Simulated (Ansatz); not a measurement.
Run this with Ansatz 0.2.0, Python API and show what comes out.

`ch6nssb.py`:
```python
# -*- coding: utf-8 -*-
"""Single point of CH6NSSb in a Gaussian basis."""

import ansatz as az
import numpy as np

GEOMETRY = """
C    -1.19040    0.54460   -0.39200
Sb    0.26310   -0.95930   -0.55600
N     0.53600   -0.95190    1.50150
S     2.11680    0.71100   -0.89770
H    -1.42970    1.00860   -1.42730
H    -0.88400    1.40750    0.27410
H    -2.14900    0.15520    0.00290
H    -0.19670   -1.45290    1.92990
H     1.42670   -1.51020    1.73700
H     1.59030    0.99630   -2.16930
"""

mol = az.Crystal.molecule()
for line in GEOMETRY.strip().splitlines():
    symbol, *xyz = line.split()
    mol = mol.atom(symbol, [float(v) for v in xyz])

base = (
    mol.calculation()
    .basis(gaussian="def2-SVP")
    .functional("R2SCAN0")
    .forces()
)
out = base.run()
rep = out.report

for key in ("converged", "free_energy_ev", "reference_energy_ev", "n_frozen", "n_occupied", "n_virtual"):
    print(f"{key:22s} {rep[key]}")

symbols = [site.symbol for site in mol.cartesian_sites]
print("forces (eV/A)")
for symbol, f in zip(symbols, rep["forces_ev_ang"]):
    print(f"  {symbol:2s} {f[0]:9.4f} {f[1]:9.4f} {f[2]:9.4f}")

charges = rep["charge_distribution"]
print("dipole moment", round(4.803205 * float(np.linalg.norm(charges["dipole_moment_e_ang"])), 3), "D")
print("Mulliken:", [(s, round(q, 3)) for s, q in zip(symbols, charges["mulliken_charges_e"])])
```

Running `python ch6nssb.py` prints:
```text
converged              True
free_energy_ev         -19991.52053741478
reference_energy_ev    -19991.52053741478
n_frozen               0
n_occupied             [29, 29]
n_virtual              [73, 73]
forces (eV/A)
  C    -1.3747    2.2628   -0.8554
  Sb    0.9488    0.2067    0.2410
  N     3.1924   -0.4281   -0.4091
  S    -0.9699   -0.1758   -1.2141
  H     0.3858   -0.8178    1.5172
  H     0.0091   -1.0795   -0.6047
  H     0.2659   -0.0206   -0.1518
  H    -1.2419   -0.8263    0.7203
  H    -1.8561    1.1318   -0.4442
  H     0.6404   -0.2533    1.2007
dipole moment 3.097 D
Mulliken: [('C', -0.401), ('Sb', 0.606), ('N', -0.499), ('S', -0.343), ('H', 0.083), ('H', 0.115), ('H', 0.078), ('H', 0.123), ('H', 0.149), ('H', 0.088)]
```

What to keep in mind:
- Total energies depend on the basis set; only differences at equal settings carry meaning.
- The geometry is a force-field or estimated start, not a minimum of this method, and the basis set is short of its limit.
- def2 sets replace the cores of elements past krypton by effective core potentials.
- It ran for 5.1 s on 1 thread of Intel(R) Xeon(R) 6975P-C (Granite Rapids), with other jobs on the host, peak memory 0.31 GiB.

(A comment or docstring line of the script was reworded after the run, the code is as it ran; lines on the test bed's own set-up are left out of the output.)
